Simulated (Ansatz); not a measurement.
# InGaP2: the cost of one run

Program: Ansatz 0.2.0. Level of theory: DFT r2SCAN, scalar-relativistic, plane waves, PAW. These are calculated values, not measurements.

## (1) The system as given

The structure is tetragonal, space group P-4m2 (No. 115). The conventional cell has a = 4.042 Å, b = 4.042 Å, c = 5.766 Å, α = 90.00°, β = 90.00°, γ = 90.00°. In (site symmetry -4m2) is surrounded by 4 P at 2.55 Å. Around Ga (site symmetry -4m2) lie 4 P at 2.41 Å. Around P (site symmetry 2mm) lie 2 Ga at 2.41 Å and 2 In at 2.55 Å.

Coordinates:

```xyz
4
Lattice="4.0424 0.0000 0.0000 0.0000 4.0424 0.0000 0.0000 0.0000 5.7663" Properties=species:S:1:pos:R:3 pbc="T T T"
In    0.0000    0.0000    0.0000
Ga    2.0212    2.0212    2.8832
P     0.0000    2.0212    4.2046
P     2.0212    0.0000    1.5617
```

It is the end of an earlier relaxation with the same method, from a generated guess; it is a trial structure. At a tolerance of 0.02 Å it has space group P-4m2 (No. 115); it has 23.56 Å³/atom, an uncorrected energy of -0.31 eV/atom over the elements and, on its mesh, gap 0.76 eV.

## (2) The same geometry with r2SCAN

input.yaml

```yaml
crystal:
  lattice:
    - [4.0424431, 0.0, 0.0]
    - [0.0, 4.0424431, 0.0]
    - [0.0, 0.0, 5.7663221]
  atoms:
    - { symbol: In, position: [0.0, 0.0, 0.0] }
    - { symbol: Ga, position: [0.5, 0.5, 0.5] }
    - { symbol: P, position: [0.0, 0.5, 0.729172] }
    - { symbol: P, position: [0.5, 0.0, 0.270828] }
basis:
  ecutwfc: 500
kpoints:
  mp_grid: { grid: [8, 8, 6] }
  band_path:
    path:
      - [[0.0, 0.0, 0.0], [0.0, 0.5, 0.0], [0.5, 0.5, 0.0], [0.0, 0.0, 0.0], [0.0, 0.0, 0.5], [0.0, 0.5, 0.5], [0.5, 0.5, 0.5], [0.0, 0.0, 0.5]]
      - [[0.0, 0.5, 0.0], [0.0, 0.5, 0.5]]
      - [[0.5, 0.5, 0.0], [0.5, 0.5, 0.5]]
    npoints: 14
hamiltonian:
  xc: r2scan
scf:
  occupations: { method: gaussian, width: 0.02 }
  n_extra_bands: 10
output:
  forces: true
  stress: true
  eigenvalues: true
  populations: true
  dos: { projected: true, de: 0.02, nscf_kmesh: { grid: [12, 12, 9] } }
  bader: true
  write_density: true
  write_potential: true
  elf: true
  volumetric_format: npy
```

Started as:

```sh
$ ansatz run input.yaml --threads 1 --pin off --max-ram 3072MiB --backend cpu --events-out ev --progress --plain --runs-dir out
```

**Question.** How long does this run take on 1 thread of Arm Neoverse V2, shared host, and how much memory does it need?

About 2.2 min, with a peak of 0.65 GiB.
